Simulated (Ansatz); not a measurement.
# CH4ClFGeO: small, medium and large basis sets

Aim: see how fast density functionals converge with the basis set for CH4ClFGeO.

Method: one geometry, several basis sets; program: Ansatz 0.2.0, Gaussian basis.

The runs, in order: PBE0-D4/def2-SVP; ωB97M-V/def2-SVP; PBE0-D4/def2-QZVPP; ωB97M-V/def2-QZVPP; the functionals' def2-TZVPP values are taken from earlier runs.

### 1 The geometry

An earlier PBE0-D4 in a triple-zeta def2 set relaxation fixed the geometry.

SMILES `[CH3][Ge]([OH])([F])[Cl]`, 9 atoms, charge 0, spin multiplicity 1.

Atoms are counted from 1 here; the program's logs count them from 0.

Bond lengths: C1–Ge2 1.916 Å, C1–H6 1.090 Å, C1–H7 1.089 Å, C1–H8 1.090 Å, Ge2–O3 1.752 Å, Ge2–F4 1.731 Å, Ge2–Cl5 2.140 Å, O3–H9 0.961 Å. Angles: Ge2–C1–H6 109.4°, Ge2–C1–H7 109.4°, Ge2–C1–H8 108.9°, H6–C1–H7 109.7°, H6–C1–H8 109.6°, H7–C1–H8 109.7°, C1–Ge2–O3 110.7°, C1–Ge2–F4 110.7°, C1–Ge2–Cl5 113.9°, O3–Ge2–F4 107.6°, O3–Ge2–Cl5 109.6°, F4–Ge2–Cl5 104.1°, Ge2–O3–H9 113.6°.

### 2 PBE0-D4 in def2-SVP

Input file in.yaml:

```yaml
crystal:
  periodic: [false, false, false]
  atoms:
    - {symbol: C, position_ang: [-1.337618, 0.192924, -0.038602]}
    - {symbol: Ge, position_ang: [0.552038, 0.013665, 0.221051]}
    - {symbol: O, position_ang: [1.251083, -1.018833, -1.009569]}
    - {symbol: F, position_ang: [0.891658, -0.703803, 1.759554]}
    - {symbol: Cl, position_ang: [1.600111, 1.879072, 0.272469]}
    - {symbol: H, position_ang: [-1.527650, 0.687642, -0.990572]}
    - {symbol: H, position_ang: [-1.759948, 0.784654, 0.772573]}
    - {symbol: H, position_ang: [-1.789616, -0.799037, -0.044486]}
    - {symbol: H, position_ang: [2.208544, -1.082584, -0.959517]}
basis:
  gaussian: {orbitals: def2-SVP}
hamiltonian: {xc: pbe0, dispersion: d4}
output: {orbitals: {seedname: orbitals}}
```

Command:

```bash
$ ansatz run in.yaml --threads 2 --pin off --events-out ev --progress --plain --max-ram 32768MiB --backend cpu
```

Further steps of the session: ωB97M-V in def2-SVP; PBE0-D4 in def2-QZVPP; ωB97M-V in def2-QZVPP.

Q: Predict the results of all the runs planned. Wanted: PBE0-D4: double and triple zeta above quadruple; ωB97M-V: double and triple zeta above quadruple.

As calculated:

```
                                       quantity           value
PBE0-D4: double and triple zeta above quadruple  20.76, 1.94 eV
ωB97M-V: double and triple zeta above quadruple  20.82, 1.87 eV
```

What this shows: For PBE0-D4 the step from double to triple zeta gains 18.82 eV and the next only 1.94 eV. These are total energies; as a rule much of such shifts cancels in differences, which this series doesn't test. The LUMO of ωB97M-V is positive and keeps falling with the basis (2.22 to 1.18 eV): an unbound level that the basis holds in place.
